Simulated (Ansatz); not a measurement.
**H₇InN₂Si: up Jacob's ladder to CCSD(T)**

How much do the methods differ for H₇InN₂Si? The plan is to run it at one geometry with functionals of several rungs and with coupled cluster, and see how far each lands from CCSD(T) at the basis-set limit for the atomisation energy.

Program: Ansatz 0.2.0, Gaussian basis. Level of theory: functionals in def2-TZVPP, the program's frozen cores in correlated methods. These are calculated values, not measurements.

Plan: LDA (SPW92), PBE-D4, revPBE-D4, BLYP-D4, r2SCAN-D4, B97M-V, PBE0-D4, B3LYP-D4, r2SCANh-D4, r2SCAN0-D4, HSE06-D4, BHLYP-D4, CAM-B3LYP-D4, LC-ωPBE, ωB97X-V, ωB97M-V, B2PLYP, PBE-QIDH; CCSD(T)/def2-SVP; CCSD(T)/def2-TZVPP; MP2/def2-QZVPP; extrapolation to the limit; RPA on PBE.

## 1. The geometry

An earlier PBE0-D4 in a triple-zeta def2 set relaxation fixed the geometry. In takes the def2 core potential; no spin-orbit term is included.

SMILES `N[SiH2][NH][InH2]`, 11 atoms, charge 0, spin multiplicity 1.

Atoms are counted from 1 here; the program's logs count them from 0.

Bond lengths: N1–Si2 1.803 Å, N1–H5 1.012 Å, N1–H6 1.012 Å, Si2–N3 1.670 Å, Si2–H7 1.494 Å, Si2–H8 1.493 Å, N3–In4 2.123 Å, N3–H9 1.005 Å, In4–H10 1.724 Å, In4–H11 1.724 Å. Angles: Si2–N1–H5 115.3°, Si2–N1–H6 115.3°, H5–N1–H6 107.8°, N1–Si2–N3 97.5°, N1–Si2–H7 106.7°, N1–Si2–H8 106.9°, N3–Si2–H7 118.6°, N3–Si2–H8 118.5°, H7–Si2–H8 106.9°, Si2–N3–In4 102.8°, Si2–N3–H9 127.4°, In4–N3–H9 129.8°, N3–In4–H10 114.9°, N3–In4–H11 114.9°, H10–In4–H11 127.5°.

## 2. LDA

This LDA is Slater exchange with PW92 correlation.

Contents of in.yaml:

```yaml
crystal:
  periodic: [false, false, false]
  atoms:
    - {symbol: N, position_ang: [-0.967082, 0.524682, -0.495817]}
    - {symbol: Si, position_ang: [0.511363, 1.148518, 0.325853]}
    - {symbol: N, position_ang: [1.219736, -0.328725, 0.651350]}
    - {symbol: In, position_ang: [-0.169713, -1.707380, -0.170985]}
    - {symbol: H, position_ang: [-1.840820, 0.724310, -0.024806]}
    - {symbol: H, position_ang: [-1.069921, 0.795099, -1.466063]}
    - {symbol: H, position_ang: [1.184608, 2.067053, -0.640506]}
    - {symbol: H, position_ang: [0.050776, 1.987128, 1.472646]}
    - {symbol: H, position_ang: [2.092773, -0.496623, 1.118989]}
    - {symbol: H, position_ang: [0.230555, -2.290235, -1.742953]}
    - {symbol: H, position_ang: [-1.242294, -2.423827, 0.972273]}
basis:
  gaussian: {orbitals: def2-TZVPP}
hamiltonian: {xc: lda}
output: {orbitals: {seedname: orbitals}}
```

The run is started by

```console
ansatz run in.yaml --threads 2 --pin off --events-out ev --progress --plain --max-ram 4352MiB
```

The runs that follow: PBE-D4 (GGA); revPBE-D4 (GGA); BLYP-D4 (GGA); r2SCAN-D4 (meta-GGA); B97M-V (meta-GGA); PBE0-D4 (hybrid); B3LYP-D4 (hybrid); r2SCANh-D4 (hybrid); r2SCAN0-D4 (hybrid); HSE06-D4 (hybrid); BHLYP-D4 (hybrid); CAM-B3LYP-D4 (range-separated); LC-ωPBE (range-separated); ωB97X-V (range-separated); ωB97M-V (range-separated); B2PLYP (double hybrid); PBE-QIDH (double hybrid); CCSD(T) in def2-SVP; CCSD(T) in def2-TZVPP; MP2 in def2-QZVPP; RPA on PBE orbitals.

Before running them: what should the planned runs give, taken together? Wanted: atomisation energy, CCSD(T)/CBS; farthest beyond LDA; mean size of error, GGA; mean size of error, meta-GGA; mean size of error, hybrid; mean size of error, range-separated; mean size of error, double hybrid; gap, smallest and largest; T1 diagnostic.

As calculated:

| quantity | value |
| --- | --- |
| atomisation energy, CCSD(T)/CBS | 3333.2 kJ/mol |
| functionals within 33.3 kJ/mol (1.0 %) | PBE-D4, B97M-V, B3LYP-D4, CAM-B3LYP-D4, ωB97X-V, ωB97M-V |
| farthest beyond LDA | BHLYP-D4 (-103.4 kJ/mol) |
| mean size of error, GGA | 54.4 kJ/mol |
| mean size of error, meta-GGA | 25.9 kJ/mol |
| mean size of error, hybrid | 68.7 kJ/mol |
| mean size of error, range-separated | 13.9 kJ/mol |
| mean size of error, double hybrid | 77.0 kJ/mol |
| gap, smallest and largest | 3.69 eV (LDA (SPW92)), 10.31 eV (LC-ωPBE) |
| T1 diagnostic | 0.0131 |
| triples share of the correlation energy | 3.4 % |

**Reading.** The LDA atomisation energy is off by 423.6 kJ/mol (13 %): it overbinds. PBE-D4 misses by -20.0 kJ/mol. Double hybrids carry the basis error of their MP2 part in triple zeta, and no dispersion term here, so their miss is partly the set-up's. The rungs range-separated, meta-GGA miss on average by less than the doubt on the reference (33.3 kJ/mol), so they tie. The reference freezes the cores and leaves out spin-orbit coupling and excitations past (T), and its outer-core shells are covered unevenly, so misses under about 33.3 kJ/mol can't be ranked. All levels share the lack of spin-orbit coupling, which lowers the free heavy atoms and so the true binding. Hartree-Fock recovers 68 % of the binding; the rest is correlation. CCSD(T) in def2-SVP is off by -291.0 kJ/mol, more than most functionals: a good method in a small basis is no reference. The gap grows from 3.7 to 10.3 eV across the functionals, mostly with the share of exact exchange. Correlated methods include outer-core shells of In, which these sets cover unevenly.
